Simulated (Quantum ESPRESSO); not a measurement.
# ZrO (Cmmm) in Quantum ESPRESSO: projected density of states with LDA+rVV10

Aim: the projected density of states of ZrO with LDA+rVV10.

Program: Quantum ESPRESSO 7.5. These are calculated values, not measurements. Logs are shortened: lines on timing, memory, paths and dates and some standing lists are left out, and cuts for length are marked.

## (1) The structure

It takes space group Cmmm (No. 65, orthorhombic). Conventional cell: a = 3.653 Å, b = 5.838 Å, c = 2.620 Å, α = 90.00°, β = 90.00°, γ = 90.00°. Around Zr (site symmetry mmm) lie 2 O at 1.83 Å. O (site symmetry mmm) is surrounded by 2 Zr at 1.83 Å.

The cell was built by a generator and needn't be a form met in nature.

## (2) Projected density of states, LDA+rVV10

pw.in reads:

```
&CONTROL
  calculation = 'scf'
  prefix = 'pwscf'
  outdir = './tmp'
  pseudo_dir = './pseudo'
  tprnfor = .true.
  tstress = .true.
  disk_io = 'low'
/
&SYSTEM
  ibrav = 0
  A = 3.443297
  nat = 2
  ntyp = 2
  ecutwfc = 36
  ecutrho = 216
  nbnd = 15
  input_dft = 'sla+pw+nogx+nogc+vv10'
  occupations = 'smearing'
  smearing = 'gaussian'
  degauss = 0.00367493
/
&ELECTRONS
  conv_thr = 4d-10
  electron_maxstep = 120
  mixing_beta = 0.5
/
ATOMIC_SPECIES
Zr    91.2240 Zr.LDA_PW-JTH.UPF
O     15.9990 O.LDA_PW-JTH.UPF
CELL_PARAMETERS alat
   0.5304915202   -0.8476902428    0.0000000000
   0.5304915202    0.8476902428    0.0000000000
   0.0000000000    0.0000000000    0.7608807402
ATOMIC_POSITIONS alat
Zr     0.0000000000    0.0000000000    0.0000000000
O      0.5304915202    0.0000000000    0.0000000000
K_POINTS automatic
9 9 10 0 0 0
```

nscf.in reads:

```
&CONTROL
  calculation = 'nscf'
  prefix = 'pwscf'
  outdir = './tmp'
  pseudo_dir = './pseudo'
  disk_io = 'low'
/
&SYSTEM
  ibrav = 0
  A = 3.443297
  nat = 2
  ntyp = 2
  ecutwfc = 36
  ecutrho = 216
  nbnd = 15
  input_dft = 'sla+pw+nogx+nogc+vv10'
  occupations = 'tetrahedra_opt'
/
&ELECTRONS
  conv_thr = 1d-08
  electron_maxstep = 120
  mixing_beta = 0.5
/
ATOMIC_SPECIES
Zr    91.2240 Zr.LDA_PW-JTH.UPF
O     15.9990 O.LDA_PW-JTH.UPF
CELL_PARAMETERS alat
   0.5304915202   -0.8476902428    0.0000000000
   0.5304915202    0.8476902428    0.0000000000
   0.0000000000    0.0000000000    0.7608807402
ATOMIC_POSITIONS alat
Zr     0.0000000000    0.0000000000    0.0000000000
O      0.5304915202    0.0000000000    0.0000000000
K_POINTS automatic
14 14 15 0 0 0
```

projwfc.in reads:

```
&PROJWFC
  prefix = 'pwscf'
  outdir = './tmp'
  filpdos = 'p'
  Emin = -1
  Emax = 24
  DeltaE = 0.05
/
```

Potentials or basis: JTH 2.0 LDA.

On the command line:

```bash
$ OMP_NUM_THREADS=1 pw.x -in pw.in > pw.out
$ OMP_NUM_THREADS=1 pw.x -in nscf.in > nscf.out
$ OMP_NUM_THREADS=1 projwfc.x -in projwfc.in > projwfc.out
```

pw.out:

```text
This program is part of the open-source Quantum ESPRESSO suite
     for quantum simulation of materials; please cite
         "P. Giannozzi et al., J. Phys.:Condens. Matter 21 395502 (2009);
         "P. Giannozzi et al., J. Phys.:Condens. Matter 29 465901 (2017);
         "P. Giannozzi et al., J. Chem. Phys. 152 154105 (2020);
     in publications or presentations arising from this work. More details at

     file Zr.LDA_PW-JTH.UPF: wavefunction(s)  5S 5P 4D 0D renormalized
     file O.LDA_PW-JTH.UPF: wavefunction(s)  0S 2P 0P renormalized

     IMPORTANT: XC functional enforced from input :
     Exchange-correlation= SLA+PW+NOGX+NOGC+VV10
                           (   1   4   0   0  26   0   0)
     Any further DFT definition will be discarded
     Please, verify this is what you really want

     Message from routine setup:
     using ibrav=0 with symmetry is DISCOURAGED, use correct ibrav instead

     G-vector sticks info
     --------------------
     sticks:   dense  smooth     PW     G-vecs:    dense   smooth      PW
     Sum         657     445    151                10099     5523    1113

     Using Slab Decomposition

     bravais-lattice index     =            0
     lattice parameter (alat)  =       6.5069  a.u.
     unit-cell volume          =     188.5308 (a.u.)^3
     number of atoms/cell      =            2
     number of atomic types    =            2
     number of electrons       =        18.00
     number of Kohn-Sham states=           15
     kinetic-energy cutoff     =      36.0000  Ry
     charge density cutoff     =     216.0000  Ry
     scf convergence threshold =      4.0E-10
     mixing beta               =       0.5000
     number of iterations used =            8  plain     mixing
     Exchange-correlation= SLA+PW+NOGX+NOGC+VV10
                           (   1   4   0   0  26   0   0)

     celldm(1)=   6.506888  celldm(2)=   0.000000  celldm(3)=   0.000000
     celldm(4)=   0.000000  celldm(5)=   0.000000  celldm(6)=   0.000000

     crystal axes: (cart. coord. in units of alat)
               a(1) = (   0.530492  -0.847690   0.000000 )
               a(2) = (   0.530492   0.847690   0.000000 )
               a(3) = (   0.000000   0.000000   0.760881 )

     reciprocal axes: (cart. coord. in units 2 pi/alat)
               b(1) = (  0.942522 -0.589838  0.000000 )
               b(2) = (  0.942522  0.589838 -0.000000 )
               b(3) = ( -0.000000  0.000000  1.314266 )

     PseudoPot. # 1 for Zr read from file:
     Zr.LDA_PW-JTH.UPF
     Pseudo is Projector augmented-wave + core cor, Zval = 12.0
     Generated using ATOMPAW code
     Shape of augmentation charge: BESSEL
     Using radial grid of 1072 points,  6 beta functions with:
                l(1) =   0
                l(2) =   0
                l(3) =   1
                l(4) =   1
                l(5) =   2
                l(6) =   2
     Q(r) pseudized with 0 coefficients

     PseudoPot. # 2 for O  read from file:
     O.LDA_PW-JTH.UPF
     Pseudo is Projector augmented-wave + core cor, Zval =  6.0
     Generated using ATOMPAW code
     Shape of augmentation charge: SINC**2
     Using radial grid of  943 points,  4 beta functions with:
                l(1) =   0
                l(2) =   0
                l(3) =   1
                l(4) =   1
     Q(r) pseudized with 0 coefficients

     atomic species   valence    mass     pseudopotential
     Zr               12.00    91.22400     Zr( 1.00)
     O                 6.00    15.99900     O ( 1.00)

      8 Sym. Ops., with inversion, found

   Cartesian axes

     site n.     atom                  positions (alat units)
         1        Zr     tau(   1) = (   0.0000000   0.0000000   0.0000000  )
         2        O      tau(   2) = (   0.5304915   0.0000000   0.0000000  )

     number of k points=   150  Gaussian smearing, width (Ry)=  0.0037

     Number of k-points >= 100: set verbosity='high' to print them.

     Dense  grid:    10099 G-vectors     FFT dimensions: (  32,  32,  24)

     Smooth grid:     5523 G-vectors     FFT dimensions: (  25,  25,  20)

     Check: negative core charge=   -0.000015

     Initial potential from superposition of free atoms

     starting charge      17.9967, renormalised to      18.0000

Carrying out rVV10 run using the following parameters:
Nqs =      20    Nr_points =    1024   r_max =   100.000
b_value =  6.30000    beta =  0.00901
     q_mesh =  0.00010000  0.00030000  0.00058939  0.00100810
               0.00161396  0.00249058  0.00375900  0.00559430
               0.00824984  0.01209221  0.01765183  0.02569619
               0.03733578  0.05417739  0.07854596  0.11380545
               0.16482331  0.23864234  0.34545298  0.50000000

Gradients computed in Reciprocal space

     Starting wfcs are   26 randomized atomic wfcs

     Self-consistent Calculation

     iteration #  1     ecut=    36.00 Ry     beta= 0.50
     Davidson diagonalization with overlap
     ethr =  1.00E-02,  avg # of iterations =  4.3

     total energy              =    -339.61987650 Ry
     estimated scf accuracy    <       0.75272405 Ry

     iteration #  2     ecut=    36.00 Ry     beta= 0.50
     Davidson diagonalization with overlap
     ethr =  4.18E-03,  avg # of iterations =  2.2

     total energy              =    -339.77428258 Ry
     estimated scf accuracy    <       0.66656780 Ry

     iteration #  3     ecut=    36.00 Ry     beta= 0.50
     Davidson diagonalization with overlap
     ethr =  3.70E-03,  avg # of iterations =  2.0

     total energy              =    -339.91957026 Ry
     estimated scf accuracy    <       0.01637409 Ry

     iteration #  4     ecut=    36.00 Ry     beta= 0.50
     Davidson diagonalization with overlap
     ethr =  9.10E-05,  avg # of iterations =  2.7

     total energy              =    -339.92154269 Ry
     estimated scf accuracy    <       0.00084261 Ry

     iteration #  5     ecut=    36.00 Ry     beta= 0.50
     Davidson diagonalization with overlap
     ethr =  4.68E-06,  avg # of iterations =  3.7

     total energy              =    -339.92163039 Ry
     estimated scf accuracy    <       0.00004111 Ry

     iteration #  6     ecut=    36.00 Ry     beta= 0.50
     Davidson diagonalization with overlap
     ethr =  2.28E-07,  avg # of iterations =  2.0

     total energy              =    -339.92163402 Ry
     estimated scf accuracy    <       0.00000377 Ry

     iteration #  7     ecut=    36.00 Ry     beta= 0.50
     Davidson diagonalization with overlap
     ethr =  2.09E-08,  avg # of iterations =  2.1

     total energy              =    -339.92163509 Ry
     estimated scf accuracy    <       0.00000036 Ry

     iteration #  8     ecut=    36.00 Ry     beta= 0.50
     Davidson diagonalization with overlap
     ethr =  1.99E-09,  avg # of iterations =  2.0

     total energy              =    -339.92163518 Ry
     estimated scf accuracy    <          6.4E-09 Ry

     iteration #  9     ecut=    36.00 Ry     beta= 0.50
     Davidson diagonalization with overlap
     ethr =  3.56E-11,  avg # of iterations =  3.9

     total energy              =    -339.92163518 Ry
     estimated scf accuracy    <       0.00000001 Ry

     iteration # 10     ecut=    36.00 Ry     beta= 0.50
     Davidson diagonalization with overlap
     ethr =  3.56E-11,  avg # of iterations =  2.2

     End of self-consistent calculation

     Number of k-points >= 100: set verbosity='high' to print the bands.

     the Fermi energy is    13.7638 ev

!    total energy              =    -339.92163518 Ry
     total all-electron energy =      -339.921635 Ry
     estimated scf accuracy    <          2.3E-10 Ry
     smearing contrib. (-TS)   =      -0.00008062 Ry
     internal energy E=F+TS    =    -339.92155456 Ry

     The total energy is F=E-TS. E is the sum of the following terms:
     one-electron contribution =     -26.04986636 Ry
     hartree contribution      =      26.01927643 Ry
     xc contribution           =     -21.21400901 Ry
     ewald contribution        =    -101.74409134 Ry
     one-center paw contrib.   =    -216.93286427 Ry

     convergence has been achieved in  10 iterations

     Forces acting on atoms (cartesian axes, Ry/au):

     atom    1 type  1   force =     0.00000000    0.00000000    0.00000000
     atom    2 type  2   force =     0.00000000    0.00000000    0.00000000

     Total force =     0.000000     Total SCF correction =     0.000000

     Computing stress (Cartesian axis) and pressure

          total   stress  (Ry/bohr**3)                   (kbar)     P=      471.47
   0.00854292   0.00000000   0.00000000         1256.71        0.00        0.00
   0.00000000  -0.00081734   0.00000000            0.00     -120.24        0.00
   0.00000000   0.00000000   0.00188944            0.00        0.00      277.95

=------------------------------------------------------------------------------=
   JOB DONE.
=------------------------------------------------------------------------------=
```

Run time: 47 s. Hardware: 1 thread of Intel Xeon Platinum 8488C (Sapphire Rapids), shared host; peak memory 0.11 GiB.

What came out:

| Quantity | Value |
| --- | --- |
| Free energy | -4624.8695 eV |
| Band gap on the k mesh | none (metal or under the smearing width) |

Levels at points of the mesh, in eV from the Fermi level:
```tsv
k point	band 6	band 7	band 8	band 9	band 10	band 11	band 12	band 13
(0.00, 0.00, 0.00)	-4.94	-3.76	-2.76	-2.08	-1.59	-0.84	5.18	5.78
(0.00, 0.00, -0.50)	-6.29	-4.32	-1.84	-0.46	0.17	0.23	0.83	4.67
```

States per cell in windows of 0.5 eV (zero at the Fermi level; states under -8 eV left out):
| from (eV) | total | Zr#1 d wfc5 | O#2 p wfc3 | Zr#1 d wfc6 | Zr#1 p wfc4 | Zr#1 s wfc2 | O#2 p wfc4 |
| --- | --- | --- | --- | --- | --- | --- | --- |
| -8.0 | 0.26 | 0.08 | 0.15 | 0.01 | 0.00 | 0.00 | 0.00 |
| -7.5 | 0.52 | 0.15 | 0.32 | 0.02 | 0.00 | 0.01 | 0.00 |
| -7.0 | 0.71 | 0.20 | 0.44 | 0.02 | 0.02 | 0.01 | 0.00 |
| -6.5 | 0.94 | 0.21 | 0.61 | 0.03 | 0.04 | 0.01 | 0.01 |
| -6.0 | 0.85 | 0.15 | 0.58 | 0.03 | 0.04 | 0.01 | 0.01 |
| -5.5 | 0.60 | 0.09 | 0.44 | 0.02 | 0.02 | 0.01 | 0.01 |
| -5.0 | 0.46 | 0.05 | 0.35 | 0.01 | 0.01 | 0.00 | 0.01 |
| -4.5 | 0.34 | 0.04 | 0.25 | 0.01 | 0.01 | 0.00 | 0.01 |
| -4.0 | 0.39 | 0.04 | 0.28 | 0.01 | 0.01 | 0.01 | 0.01 |
| -3.5 | 0.31 | 0.03 | 0.23 | 0.01 | 0.00 | 0.01 | 0.01 |
| -3.0 | 0.30 | 0.05 | 0.20 | 0.01 | 0.00 | 0.01 | 0.01 |
| -2.5 | 0.47 | 0.13 | 0.24 | 0.01 | 0.01 | 0.02 | 0.02 |
| -2.0 | 0.46 | 0.22 | 0.13 | 0.01 | 0.01 | 0.03 | 0.01 |
| -1.5 | 0.33 | 0.24 | 0.02 | 0.02 | 0.02 | 0.02 | 0.01 |
| -1.0 | 0.44 | 0.31 | 0.02 | 0.04 | 0.02 | 0.02 | 0.01 |
| -0.5 | 0.56 | 0.38 | 0.03 | 0.05 | 0.04 | 0.02 | 0.01 |
| 0.0 | 0.58 | 0.38 | 0.04 | 0.06 | 0.05 | 0.02 | 0.01 |
| 0.5 | 0.50 | 0.34 | 0.03 | 0.05 | 0.03 | 0.02 | 0.01 |
| 1.0 | 0.59 | 0.39 | 0.05 | 0.05 | 0.04 | 0.02 | 0.01 |
| 1.5 | 0.56 | 0.35 | 0.06 | 0.05 | 0.05 | 0.02 | 0.01 |
| 2.0 | 0.69 | 0.43 | 0.09 | 0.06 | 0.05 | 0.03 | 0.02 |
| 2.5 | 0.73 | 0.45 | 0.10 | 0.07 | 0.06 | 0.02 | 0.01 |
| 3.0 | 0.57 | 0.37 | 0.07 | 0.05 | 0.04 | 0.01 | 0.01 |
| 3.5 | 0.63 | 0.42 | 0.08 | 0.05 | 0.03 | 0.01 | 0.01 |
| 4.0 | 0.62 | 0.41 | 0.08 | 0.06 | 0.03 | 0.02 | 0.01 |
| 4.5 | 0.73 | 0.45 | 0.08 | 0.08 | 0.06 | 0.02 | 0.01 |
| 5.0 | 0.85 | 0.51 | 0.09 | 0.10 | 0.08 | 0.01 | 0.02 |
| 5.5 | 0.51 | 0.28 | 0.07 | 0.08 | 0.04 | 0.01 | 0.02 |
| 6.0 | 0.32 | 0.15 | 0.04 | 0.06 | 0.03 | 0.01 | 0.01 |
| 6.5 | 0.23 | 0.09 | 0.02 | 0.06 | 0.03 | 0.00 | 0.01 |
| 7.0 | 0.23 | 0.08 | 0.02 | 0.07 | 0.04 | 0.00 | 0.01 |
| 7.5 | 0.22 | 0.06 | 0.02 | 0.08 | 0.04 | 0.00 | 0.01 |

Caveat: rVV10's parameter b was fitted to another functional; the cutoff is too short for stress, so the log's stress isn't used; the cutoff is low for these files, which shifts pressure and relaxed volume; pairwise dispersion overbinds metals, which lowers pressure and volume.

## (3) The reference run

An earlier run on the cell as given: functional PBE; potentials or basis SSSP 1.3 efficiency PBE; cutoff 748 eV; density cutoff 5987 eV; k mesh 9 × 9 × 10; occupations fermi-dirac, width 0.05 eV; no spin polarisation.

- Pressure: 61.3 GPa
- Band gap on the k mesh: none (metal or under the smearing width)
